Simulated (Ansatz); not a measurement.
# TiO: the cost of one run

Method: DFT r2SCAN, scalar-relativistic, plane waves, PAW, in Ansatz 0.2.0.

2 further runs of the same task are left out: 2 set aside as unsound or not needed.

## (1) Starting point

Symmetry: P-62m, No. 189, hexagonal system. Conventional cell: a = 4.980 Å, b = 4.980 Å, c = 2.865 Å, α = 90.00°, β = 90.00°, γ = 120.00°. Around Ti (site symmetry -6) lie 6 O at 2.10 Å. Ti (site symmetry -62m) is surrounded by 3 O at 1.96 Å. O (site symmetry m2m) is surrounded by 5 Ti at 1.96 to 2.10 Å.

Structure file:

```
CELL_PARAMETERS angstrom
4.98012 0.00000 0.00000
-2.49006 4.31291 0.00000
0.00000 0.00000 2.86542
ATOMIC_POSITIONS crystal
Ti 0.66667 0.33333 0.50000
Ti 0.33333 0.66667 0.50000
Ti 0.00000 0.00000 0.00000
O 0.60577 0.60577 0.00000
O 0.39423 0.00000 0.00000
O 0.00000 0.39423 0.00000
```

It goes back to an entry of the Materials Project, which need not be the stable form.

This cell was relaxed beforehand with the same method: volume 10.26 Å³/atom, gap on the mesh none (metal).

## (2) The undisturbed cell

File input.yaml:

```yaml
crystal:
  lattice:
    - [4.9801152658, 0.0, 0.0]
    - [-2.4900576329, 4.312906334, 0.0]
    - [0.0, 0.0, 2.8654226597]
  atoms:
    - { symbol: Ti, position: [0.6666666667, 0.3333333333, 0.5] }
    - { symbol: Ti, position: [0.3333333333, 0.6666666667, 0.5] }
    - { symbol: Ti, position: [0.0, 0.0, 0.0] }
    - { symbol: O, position: [0.6057670848, 0.6057670848, 0.0] }
    - { symbol: O, position: [0.3942329152, 0.0, 0.0] }
    - { symbol: O, position: [0.0, 0.3942329152, 0.0] }
basis:
  ecutwfc: 500
kpoints:
  mp_grid: { grid: [12, 12, 18] }
hamiltonian:
  xc: r2scan
scf:
  occupations: { method: gaussian, width: 0.15 }
output:
  forces: true
  stress: true
  eigenvalues: true
  write_density: true
  write_potential: true
  elf: true
  volumetric_format: npy
```

Run with:

```sh
ansatz run input.yaml --threads 1 --pin off --max-ram 2560MiB --backend cpu --events-out ev --progress --plain --runs-dir out
```

**Question.** How long does this run take on 1 thread of Intel Xeon at 2.50GHz (Skylake/Cascade Lake), shared host, and how much memory does it need?

About 3.2 min, with a peak of 0.78 GiB.
